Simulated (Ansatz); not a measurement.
Run this with Ansatz 0.2.0, Python API and show what comes out.

Script `field_bh6ssbsi.py`:
```python
# -*- coding: utf-8 -*-
from dataclasses import dataclass

import ansatz
import numpy as np


@dataclass(frozen=True)
class Settings:
    basis_set: str = "def2-SVPD"
    xc: str = "pbe0"
    dispersion: str = "d4"


opts = Settings()

geometry_ang = [
    ("S", (-1.0487, 0.2497, -2.0464)),
    ("B", (-1.117, -0.7005, -0.4613)),
    ("Si", (0.5163, -1.0619, 0.4543)),
    ("Sb", (1.7269, 1.1263, 1.0807)),
    ("H", (-1.2223, 1.5031, -1.3785)),
    ("H", (-2.1365, -1.0671, -0.0152)),
    ("H", (1.4681, -1.8334, -0.4051)),
    ("H", (0.3056, -1.8167, 1.6816)),
    ("H", (0.115, 1.8204, 1.6255)),
    ("H", (1.4757, 1.7289, -0.5328)),
]
mol = ansatz.Crystal.molecule()
for symbol, xyz in geometry_ang:
    mol = mol.atom(symbol, xyz)

setup = (
    mol.calculation()
    .basis(gaussian=opts.basis_set)
    .functional(opts.xc, dispersion=opts.dispersion)
    .forces()
)
centre = np.mean([site.position_ang for site in mol.cartesian_sites], axis=0)
field = 2 * 14.399645 * 4.0 / 30.0 ** 2


def dipole(axis, sign):
    arm = 30.0 * np.eye(3)[axis]
    pair = [{"charge": sign * 4.0, "position_ang": (centre - arm).tolist()}, {"charge": -sign * 4.0, "position_ang": (centre + arm).tolist()}]
    deck = setup.input().set(ansatz.key.basis.gaussian.point_charges, pair)
    return np.array(ansatz.Session.from_dict(deck).plan().execute().report["charge_distribution"]["dipole_moment_e_ang"])


print(f"field {field:.4f} V/A")
alpha = np.array([(dipole(axis, 1) - dipole(axis, -1)) / (2 * field) * 14.399645 for axis in range(3)])
print("polarisability tensor (A^3)")
print(np.array2string(alpha, precision=3, suppress_small=True))
print(f"mean {np.trace(alpha) / 3:.3f} A^3 = {np.trace(alpha) / 3 / 0.14818471:.2f} bohr^3")
```

```console
$ python field_bh6ssbsi.py
field 0.1280 V/A
polarisability tensor (A^3)
[[17.789  2.024  2.951]
 [ 2.003 17.439  0.699]
 [ 2.948  0.688 16.806]]
mean 17.345 A^3 = 117.05 bohr^3
```

Caveats:
- The geometry is a force-field or estimated start, not a minimum of this method, and the basis set is short of its limit. The field of two point charges is only nearly even.
- def2 sets replace the cores of elements past krypton by effective core potentials.
- Hardware and time: 55 s on 1 thread of Arm Neoverse V2, on a shared host, peak memory 0.48 GiB.

(A comment or docstring line of the script was reworded after the run, the code is as it ran; lines on the test bed's own set-up are left out of the output.)
